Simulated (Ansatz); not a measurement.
# SiH2O (SMILES O=[SiH2]) at wB97M-V/def2-TZVPP

Aim: the electronic atomisation energy of SiH2O at wB97M-V/def2-TZVPP, from 4 runs. 

The results are computed with Ansatz 0.2.0.

50 further runs of the same task are left out: 50 set aside as unsound or not needed.

## 1. The molecule

SiH2O has 4 atoms, charge 0, and is taken as a singlet. As SMILES, `O=[SiH2]`. The coordinates come from a PBE0-D4/def2-TZVP relaxation.

Bond lengths: O1–Si2 1.516 Å, Si2–H3 1.485 Å, Si2–H4 1.486 Å. Angles: O1–Si2–H3 124.0°, O1–Si2–H4 124.0°, H3–Si2–H4 111.9°.

## 2. The energy at wB97M-V/def2-TZVPP

input.yaml

```yaml
crystal:
  periodic: [false, false, false]
  atoms:
    - symbol: O
      position_ang: [-0.283200, 0.413500, 1.469500]
    - symbol: Si
      position_ang: [-0.006700, 0.009800, 0.034900]
    - symbol: H
      position_ang: [0.439900, -1.346000, -0.376200]
    - symbol: H
      position_ang: [-0.150000, 0.922700, -1.128300]
basis:
  gaussian:
    orbitals: def2-TZVPP
hamiltonian:
  xc: {name: wB97M-V}
accuracy: high
output:
  orbitals: {seedname: orbitals}
```

Launch:

```console
$ ansatz run input.yaml --threads 1 --pin off --max-ram 3480MiB --events-out events.jsonl --progress --plain --runs-dir runs
```

What it wrote:

```text
Warning: RAYON_NUM_THREADS=1 ignored (pool sized by the plan → 1); use --threads N
Functional definition: wB97M-V
  name "wB97M-V"
  parameter omega = 0.3/bohr
  parameter cx = 0.15
  parameter cx01 = 1.007
  parameter cx10 = 0.259
  parameter css00 = 0.443
  parameter css04 = -1.437
  parameter css10 = -4.535
  parameter css20 = -3.390
  parameter css43 = 4.278
  parameter cos00 = 1.000
  parameter cos10 = 1.358
  parameter cos20 = 2.924
  parameter cos21 = -8.812
  parameter cos60 = -1.390
  parameter cos61 = 9.142
  parameter b = 6.0
  parameter c = 0.01
  gx(w, u) = 1 - cx + cx01*u + cx10*w
  gss(w, u) = css00 + css04*u^4 + css10*w + css20*w^2 + css43*w^4*u^3
  gos(w, u) = cos00 + cos10*w + (cos20 + cos21*u)*w^2 + (cos60 + cos61*u)*w^6
  exchange = spin_sum(e_x_unif_sr(omega)*gx(b97_w, b97_u_x)) + cx*exact_x_sr(omega) + exact_x_lr(omega)
  correlation = spin_sum(e_c_pw_mod_same_spin*gss(b97_w, b97_u_same))
      + integral(e_c_pw_mod_opposite_spin*gos(b97_w_opposite, b97_u_opposite)) + vv10(b, c)
1618 factors; integrals over basis functions are off by at most 3.1e-9 eV
270 factors; integrals over basis functions are off by at most 1.5e-9 eV
mean field evaluation 1: about -9950.0880 eV, gradient 6.0e1 eV
mean field evaluation 2: about -9932.9566 eV, gradient 1.1e2 eV
mean field evaluation 4: about -9956.6746 eV, gradient 9.9e-1 eV
mean field evaluation 8: about -9956.6792 eV, gradient 8.1e-2 eV
mean field evaluation 16: about -9956.6792 eV, gradient 3.5e-5 eV
mean field -9956.67923496 eV, -365.9012130054 hartree, gradient 1.4e-8 eV, S^2 0.000000; 0 other end points of the search recorded, 0 dependent functions left out
reference -9956.67923890 eV, -365.9012131499 hartree; 12, 12 occupied and 89, 89 virtual orbitals, 1618 factors
Total energy: -9956.67923890 eV, -365.9012131499 hartree
```

Run time: 23 s. Hardware: 1 thread of Arm Neoverse V2, shared host; peak memory 0.37 GiB.

## 3. The H atom, same level

run.yaml

```yaml
crystal:
  periodic: [false, false, false]
  atoms:
    - {symbol: H, position_ang: [0.000000, 0.000000, 0.000000]}
basis:
  gaussian:
    orbitals: def2-TZVPP
magnetization:
  spin_polarized: true
  initial_magnetization: 1
hamiltonian:
  xc: {name: wB97M-V}
accuracy: high
```

Run the same way, it converges to -0.49411 Eh (log not shown).

## 4. The O atom

input.yaml

```yaml
crystal:
  periodic: [false, false, false]
  atoms:
    - {symbol: O, position_ang: [0.000000, 0.000000, 0.000000]}
basis:
  gaussian:
    orbitals: def2-TZVPP
total_charge: 0
magnetization:
  spin_polarized: true
  initial_magnetization: 2
hamiltonian:
  xc: {name: wB97M-V}
accuracy: high
```

Run the same way, it converges to -75.07717 Eh (log not shown).

## 5. The Si atom, same level

molecule.yaml

```yaml
crystal:
  periodic: [false, false, false]
  atoms:
    - symbol: Si
      position_ang: [0.000000, 0.000000, 0.000000]
basis:
  gaussian: {orbitals: def2-TZVPP}
magnetization: {spin_polarized: true, initial_magnetization: 2}
hamiltonian: {xc: {name: wB97M-V}}
accuracy: high
```

Run the same way, it converges to -289.35250 Eh (log not shown).

## 6. Summary of results

Level: wB97M-V/def2-TZVPP.

```
                     quantity          value
       molecule: total energy  -365.90121 Eh
        molecule: HOMO energy      -10.66 eV
        molecule: LUMO energy       -0.23 eV
      molecule: HOMO–LUMO gap       10.42 eV
         H atom: total energy    -0.49411 Eh
                 H atom: ⟨S²⟩          0.750
         O atom: total energy   -75.07717 Eh
                 O atom: ⟨S²⟩          2.004
        Si atom: total energy  -289.35250 Eh
                Si atom: ⟨S²⟩          2.001
electronic atomisation energy      13.152 eV
```

Taking the molecule apart into free atoms costs 13.15 eV (1269 kJ/mol), before zero-point energy and without spin-orbit coupling.
